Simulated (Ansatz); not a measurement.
# C3H9NOSi: geometry optimisation

The task is to find a stationary geometry of C3H9NOSi.

Method: RKS PBE0-D4/def2-TZVP; program: Ansatz 0.2.0, Gaussian basis.

The runs, in order: relaxation at PBE0-D4/def2-TZVP.

1 further run of the same task is left out (set aside as unsound or not needed).

**1. Starting geometry**

SMILES `C=C[SiH](N)OC`, 15 atoms, charge 0, spin multiplicity 1.

Atoms are counted from 1 here; the program's logs count them from 0.

Bond lengths: C1–C2 1.324 Å, C1–H7 1.080 Å, C1–H8 1.079 Å, C2–Si3 1.888 Å, C2–H9 1.083 Å, Si3–N4 1.731 Å, Si3–O5 1.626 Å, Si3–H10 1.462 Å, N4–H11 1.008 Å, N4–H12 1.006 Å, O5–C6 1.396 Å, C6–H13 1.093 Å, C6–H14 1.092 Å, C6–H15 1.093 Å. Angles: C2–C1–H7 123.0°, C2–C1–H8 121.4°, H7–C1–H8 115.7°, C1–C2–Si3 123.7°, C1–C2–H9 117.9°, Si3–C2–H9 118.4°, C2–Si3–N4 103.8°, C2–Si3–O5 114.4°, C2–Si3–H10 113.5°, N4–Si3–O5 110.1°, N4–Si3–H10 118.3°, O5–Si3–H10 97.0°, Si3–N4–H11 118.0°, Si3–N4–H12 119.0°, H11–N4–H12 109.5°, Si3–O5–C6 128.7°, O5–C6–H13 111.0°, O5–C6–H14 107.9° and more.

The start is a GFN2-xTB geometry.

**2. Geometry optimisation, PBE0-D4/def2-TZVP**

Contents of in.yaml:

```yaml
crystal:
  periodic: [false, false, false]
  atoms:
    - {symbol: C, position_ang: [1.298310, -0.958570, 1.675400]}
    - {symbol: C, position_ang: [1.330400, 0.123240, 0.913350]}
    - {symbol: Si, position_ang: [-0.211660, 0.962000, 0.219250]}
    - {symbol: N, position_ang: [0.333270, 1.668710, -1.263560]}
    - {symbol: O, position_ang: [-1.454920, -0.046150, -0.066120]}
    - {symbol: C, position_ang: [-1.494850, -1.170470, -0.892570]}
    - {symbol: H, position_ang: [2.188870, -1.428710, 2.066910]}
    - {symbol: H, position_ang: [0.365350, -1.427850, 1.945260]}
    - {symbol: H, position_ang: [2.297990, 0.552610, 0.682400]}
    - {symbol: H, position_ang: [-0.895510, 1.819050, 1.186410]}
    - {symbol: H, position_ang: [-0.359040, 2.058610, -1.883830]}
    - {symbol: H, position_ang: [1.145820, 2.262500, -1.251230]}
    - {symbol: H, position_ang: [-0.721870, -1.890460, -0.612360]}
    - {symbol: H, position_ang: [-2.476640, -1.634370, -0.781060]}
    - {symbol: H, position_ang: [-1.345520, -0.890140, -1.938240]}
basis:
  gaussian: {orbitals: def2-TZVP}
hamiltonian: {xc: pbe0, dispersion: d4}
relax: {f_tol: 0.005, max_steps: 150}
```

The run is started by

```bash
$ ansatz run in.yaml --threads 2 --pin off --events-out ev --progress --plain --max-ram 32768MiB --backend cuda --devices 0, --max-vram 18GiB
```

Q: Predict the results of all the runs planned. Wanted: point group; shift from the start; total energy; dispersion term; dipole moment.

The runs gave:

```
                  quantity           value
               point group              C1
                     steps              24
shift from the start (rms)         0.329 Å
              total energy  -14665.7125 eV
           dispersion term        -289 meV
             dipole moment          2.09 D
```

The relaxed geometry lies 0.33 Å (rms) from the start; the bond that changed most is C2–Si3, from 1.888 to 1.859 Å. No vibrations were run, so it is not proven to be a minimum. The largest Mulliken charge, -0.64 e, sits on N4.
